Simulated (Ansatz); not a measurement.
# CdPd: the cost of one run

Method: DFT LDA, scalar-relativistic, plane waves, PAW, in Ansatz 0.2.0.

1 further run of the same task is left out (set aside as unsound or not needed).

## Step 1: The system as given

It takes space group P4/mmm (No. 123, tetragonal). The conventional cell has a = 2.969 Å, b = 2.969 Å, c = 3.614 Å, α = 90.00°, β = 90.00°, γ = 90.00°. Around Cd (site symmetry 4/mmm) lie 8 Pd at 2.77 Å and 4 Cd at 2.97 Å. Pd (site symmetry 4/mmm) has 8 Cd at 2.77 Å and 4 Pd at 2.97 Å as nearest neighbours.

Coordinates:

```cif
data_structure
_symmetry_space_group_name_H-M 'P 1'
_symmetry_Int_Tables_number 1
_cell_length_a 2.9689
_cell_length_b 2.9689
_cell_length_c 3.6136
_cell_angle_alpha 90.000
_cell_angle_beta 90.000
_cell_angle_gamma 90.000
_cell_volume 31.85
loop_
_atom_site_label
_atom_site_type_symbol
_atom_site_fract_x
_atom_site_fract_y
_atom_site_fract_z
_atom_site_occupancy
Cd1 Cd 0.00000 0.00000 0.00000 1
Pd1 Pd 0.50000 0.50000 0.50000 1
```

This cell was relaxed beforehand with the same method: volume 15.93 Å³/atom, gap on the mesh none (metal).

## Step 2: The cell under 8 GPa

At a set pressure the run lowers the enthalpy E + PV, so the energy alone may rise along the way.

Contents of input.yaml:

```yaml
crystal:
  lattice:
    - [2.9688783309, 0.0, 0.0]
    - [0.0, 2.9688783309, 0.0]
    - [0.0, 0.0, 3.6136401924]
  atoms:
    - { symbol: Cd, position: [0.0, 0.0, 0.0] }
    - { symbol: Pd, position: [0.5, 0.5, 0.5] }
basis:
  ecutwfc: 420
kpoints:
  mp_grid: { grid: [14, 14, 12] }
hamiltonian:
  xc: lda
scf:
  occupations: { method: fermi_dirac, width: 0.15 }
output:
  forces: true
  stress: true
  eigenvalues: true
relax:
  adjacent_minimum: "off"
  f_tol: 0.001
  max_steps: 60
  cell: { stress_tol: 0.02, p_target: 8.0 }
```

Started as:

```bash
> ansatz run input.yaml --threads 1 --pin off --max-ram 3072MiB --backend cpu --events-out ev --progress --plain --runs-dir out
```

Q: Estimate wall time and peak memory on 1 thread of Arm Neoverse V2, shared host.

About 62 s, with a peak of 0.43 GiB.
